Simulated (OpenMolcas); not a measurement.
**Ru³⁺ among point charges: CASSCF and CASPT2 levels and susceptibility**

How does a field of 5 point charges split the states of Ru³⁺, and what χT follows?

Program: OpenMolcas 26.06. Level of theory: state-averaged CASSCF and CASPT2, spin-orbit coupling by RASSI with atomic mean-field integrals. These are calculated values, not measurements, unless marked.

**1. Starting point**

* Species: Ru³⁺ (ruthenium, Z = 44, 41 electrons)
* Basis: ANO-RCC-VDZP [6s5p3d1f], 43 functions
* Scalar Hamiltonian: DKH2, point nucleus
* Inactive shells: 1s 2s 2p 3s 3p 3d 4s 4p
* Active space: 5 electrons in 5 orbitals (4d)
* Some configurations of this space: 4d5
* Orbitals: optimised for each spin and parity, averaged over all roots

Outer shells as boxes (Hund's rule):

4d5
```
4d [↑ ][↑ ][↑ ][↑ ][↑ ]
```

The ion sits among 5 point charges of -2 e arranged as a square pyramid (C4v), 2.19 Å from the ion, with the axial distance 2.168 Å.

Each step is its own input file, run in one work folder so that later steps find the files of earlier ones. Labels, J, g values, rates, χT and fits are worked out afterwards by a script from the matrices that RASSI stores.

**2. GATEWAY and SEWARD: basis and integrals**

Input file a.inp:

```
&GATEWAY
Coord
1

Ru 0.0 0.0 0.0
Basis=ANO-RCC-VDZP
Group=NoSym
NoMove
AngMom=0.0 0.0 0.0
AMFI
XField
5 Angstrom 0
2.190000 0.000000 0.000000 -2.000000
0.000000 2.190000 0.000000 -2.000000
-2.190000 0.000000 0.000000 -2.000000
0.000000 -2.190000 0.000000 -2.000000
0.000000 0.000000 2.168100 -2.000000
&SEWARD
```

Started as:

```sh
$ OMP_NUM_THREADS=1 MOLCAS_MEM=1689 MOLCAS_PROJECT=a pymolcas a.inp > a.log
```

**3. Reference wave functions, sextets, 1 root**

Input file a.inp:

```
&RASSCF
FileOrb=start.orb
Symmetry=1
Spin=6
nActEl=5 0 0
Inactive=18
Ras2=5
CIRoot=1 1 1
SDav=1
CIMx=300
Iter=120 100
PrWF=0.3
OrbListing=Nothing
MaxOrb=0
>>> COPY $Project.JobIph JOB001
```

start.orb holds the contracted functions of the basis, ordered by shell, or the orbitals of the step before.

**4. CASSCF: quartets, 24 roots**

Input file a.inp:

```
&RASSCF
FileOrb=start.orb
Symmetry=1
Spin=4
nActEl=5 0 0
Inactive=18
Ras2=5
CIRoot=24 24 1
SDav=24
CIMx=300
Iter=120 100
PrWF=0.3
OrbListing=Nothing
MaxOrb=0
>>> COPY $Project.JobIph JOB002
```

**5. CASSCF: doublets, 75 roots**

Input file a.inp:

```
&RASSCF
FileOrb=start.orb
Symmetry=1
Spin=2
nActEl=5 0 0
Inactive=18
Ras2=5
CIRoot=75 75 1
SDav=75
CIMx=300
Iter=120 100
PrWF=0.3
OrbListing=Nothing
MaxOrb=0
>>> COPY $Project.JobIph JOB003
```

**6. State interaction with spin-orbit coupling**

Input file a.inp:

```
&RASSI
NrOfJobIphs=3 1 24 75
1
1 2 3 4 5 6 7 8 9 10 11 12 13 14 15 16 17 18 19 20 21 22 23 24
1 2 3 4 5 6 7 8 9 10 11 12 13 14 15 16 17 18 19 20 21 22 23 24 25 26 27
28 29 30 31 32 33 34 35 36 37 38 39 40 41 42 43 44 45 46 47 48 49 50 51
52 53 54 55 56 57 58 59 60 61 62 63 64 65 66 67 68 69 70 71 72 73 74 75
IphNames
JOB001
JOB002
JOB003
EJob
SpinOrbit
DIPRint=1.0
SOCoupling=1000.0
Subsets=2
Property=9
'ANGMOM' 1 'ANGMOM' 2 'ANGMOM' 3 'MLTPL  1' 1 'MLTPL  1' 2 'MLTPL  1' 3
'AMFI' 1 'AMFI' 2 'AMFI' 3
SOProperty=3
'ANGMOM' 1 'ANGMOM' 2 'ANGMOM' 3
```

**7. CASPT2: IPEA 0.25, imaginary shift 0.1 (closed shells correlated: 4s 4p)**

Input file a.inp:

```
>>> COPY JOB001 $Project.JobIph
&CASPT2
Multistate=1 1
Frozen=14
IPEA=0.25
Imaginary=0.1
MaxIter=60
WThr=0.0 0.3 0.05
PrWF=0.5
NoMix
>>> COPY JOB002 $Project.JobIph
&CASPT2
Multistate=24 1 2 3 4 5 6 7 8 9 10 11 12 13 14 15 16 17 18 19 20 21 22
23 24
NoMult
Frozen=14
IPEA=0.25
Imaginary=0.1
MaxIter=60
WThr=0.0 0.3 0.05
PrWF=0.5
NoMix
>>> COPY JOB003 $Project.JobIph
&CASPT2
Multistate=75 1 2 3 4 5 6 7 8 9 10 11 12 13 14 15 16 17 18 19 20 21 22
23 24 25 26 27 28 29 30 31 32 33 34 35 36 37 38 39 40 41 42 43 44 45 46
47 48 49 50 51 52 53 54 55 56 57 58 59 60 61 62 63 64 65 66 67 68 69 70
71 72 73 74 75
NoMult
Frozen=14
IPEA=0.25
Imaginary=0.1
MaxIter=60
WThr=0.0 0.3 0.05
PrWF=0.5
NoMix
```

(Steps that only read results are left out.)

What does the calculation give? Wanted: spin-free ground state; lowest level; next level.

The runs gave:

```
                 quantity                                                                        value
                   method  SS-CASPT2, IPEA 0.25, imaginary shift 0.1 (closed shells correlated: 4s 4p)
   spin-free ground state                                           sextet, 1-fold in its orbital part
             lowest level                                                 2-fold, g = 2.00, 5.99, 5.99
               next level                                                                     7.8 cm⁻¹
              χT at 300 K                                                               4.37 cm³ K/mol
effective moment at 300 K                                                                      5.91 μB
```

Cost by method:

| method | time of its own steps | time with the reference |
| --- | --- | --- |
| A. CASSCF | 22 s | 22 s |
| B. SS-CASPT2, IPEA 0.25, imaginary shift 0.1, +4s 4p | 8.6 s | 31 s |

Times are of one thread on a shared host.

**Reading.** The spin-free ground state (sextet) comes to 100 % from free-ion S terms and keeps the highest spin of the shell. χT at 300 K is 4.37, against 4.39 cm³ K/mol for the spin alone, as a half-filled shell (L = 0) has no orbital moment. An active space of the d shell alone favours high spin; real ions in strong fields can be low spin. The field of point charges can differ much from that of real complexes. With metal d orbitals alone active, the gaps between spin states are rough; where two lie within a few thousand cm-1, their order is open. Point charges carry no covalency, so the field is a model and not that of real ligands.
